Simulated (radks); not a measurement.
# S¹¹⁺ in [He] 2s2 2p1: an all-electron calculation

Aim: the levels, the sizes of the orbitals and the parts of the energy of the sulfur ion S11+.

Program: radks (a radial shooting solver on a logarithmic mesh, Libxc functionals) version 1. Level of theory: scalar-relativistic Kohn-Sham, AM05, spin-polarised, spherical densities, finite nucleus; open shells are filled with parallel spins first. These are calculated values, not measurements, unless marked.

### 1 Starting point

| Item | Value |
| --- | --- |
| element | sulfur (Z = 16) |
| charge | +11 |
| electrons | 5 |
| configuration | [He] 2s2 2p1 |
| nuclear rms radius | 3.2611 fm |

Outer shells as boxes (Hund's rule):

S¹¹⁺
```
[He] core
2s [↑↓]
2p [↑ ][  ][  ]
```

### 2 The run

The run's settings:

```text
Z 16
configuration [He] 2s2 2p1 3s0 3p0 3d0
relativity scalar-relativistic
functional am05,am05
spin polarised
nucleus finite rms 3.2611 fm
c 137.035999084
```

Q: Predict the outcome of this run.

As calculated:

| quantity | value |
| --- | --- |
| total energy | -316.48809 hartree |
| exchange-correlation share of it | 4.23 % |
| −T/E | 1.0051 |
| highest occupied level | 2p up, -534.22 eV |
| most extended occupied level | 2s down, <r> = 0.423 bohr |
| radius at density 0.001 e/bohr³ | 1.19 bohr |
| maxima of the radial density | 2 |
| ionisation energy, NIST | 564.41 (semi-emp.) eV |

What this shows: The radial density shows 2 maxima for 2 occupied principal shells. Relativity lifts −T/E to 1.005. Minus the highest eigenvalue, 534.22 eV, is 95 % of the tabulated ionisation energy (564.41 eV). Open shells are spherical and high-spin; term and fine-structure splittings are not resolved.
